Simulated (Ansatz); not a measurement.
Predict the output of the script below (the Ansatz DFT code, driven from Python).

`c2h2fi_deck.py`:
```python
import ansatz as az
import numpy as np

deck = {
    "crystal": {
        "periodic": [False, False, False],
        "atoms": [
            {"symbol": "F", "position_ang": [-1.1461, -0.5437, -1.3524]},
            {"symbol": "C", "position_ang": [-0.6789, -0.2271, -0.1542]},
            {"symbol": "C", "position_ang": [0.5555, 0.1757, -0.0326]},
            {"symbol": "I", "position_ang": [1.5024, 0.6142, 1.7824]},
            {"symbol": "H", "position_ang": [-1.4048, -0.3796, 0.6102]},
            {"symbol": "H", "position_ang": [1.2139, 0.2965, -0.8995]},
        ],
    },
    "basis": {"gaussian": {"orbitals": "def2-SVP"}},
    "hamiltonian": {"xc": "r2scan"},
    "output": {"forces": True},
}
session = az.Session.from_dict(deck)
rep = session.plan(threads=1).execute().report

print(f"E = {rep['free_energy_ev']:.6f} eV = {rep['free_energy_ev'] / 27.211386246:.7f} Ha")
print("converged:", rep["converged"], " doubts:", rep["published_state_doubts"] or "none")
symbols = ["F", "C", "C", "I", "H", "H"]

forces = np.array(rep["forces_ev_ang"])
print("largest force", round(float(np.linalg.norm(forces, axis=1).max()), 4), "eV/A, rms", round(float(np.sqrt((forces ** 2).mean())), 4))
charges = rep["charge_distribution"]
dipole = np.array(charges["dipole_moment_e_ang"]) * 4.803205
print("dipole (D): {:.3f} {:.3f} {:.3f}, length {:.3f}".format(*dipole, np.linalg.norm(dipole)))
print("atom  Mulliken   Lowdin")
for symbol, m, l in zip(symbols, charges["mulliken_charges_e"], charges["lowdin_charges_e"]):
    print(f"{symbol:4s} {m:9.3f} {l:8.3f}")
```

Output of `python c2h2fi_deck.py`:
```text
E = -12920.046065 eV = -474.8029354 Ha
converged: True  doubts: none
largest force 2.2248 eV/A, rms 0.669
dipole (D): -0.221 -0.022 0.300, length 0.374
atom  Mulliken   Lowdin
F       -0.191    0.109
C        0.265   -0.061
C       -0.266   -0.276
I        0.045    0.217
H        0.039   -0.008
H        0.108    0.020
```

Reading the output:
- Total energies depend on the basis set; only differences at equal settings carry meaning.
- The geometry is a force-field or estimated start, not a minimum of this method, and the basis set is short of its limit.
- def2 sets replace the cores of elements past krypton by effective core potentials.
- The Löwdin charges here are taken after orthogonalising the functions within each atom; they differ from plain Löwdin charges, and their signs can be unphysical.
- Timing: 4.3 s on 1 thread of Arm Neoverse V1, on a shared host, peak memory 0.18 GiB.
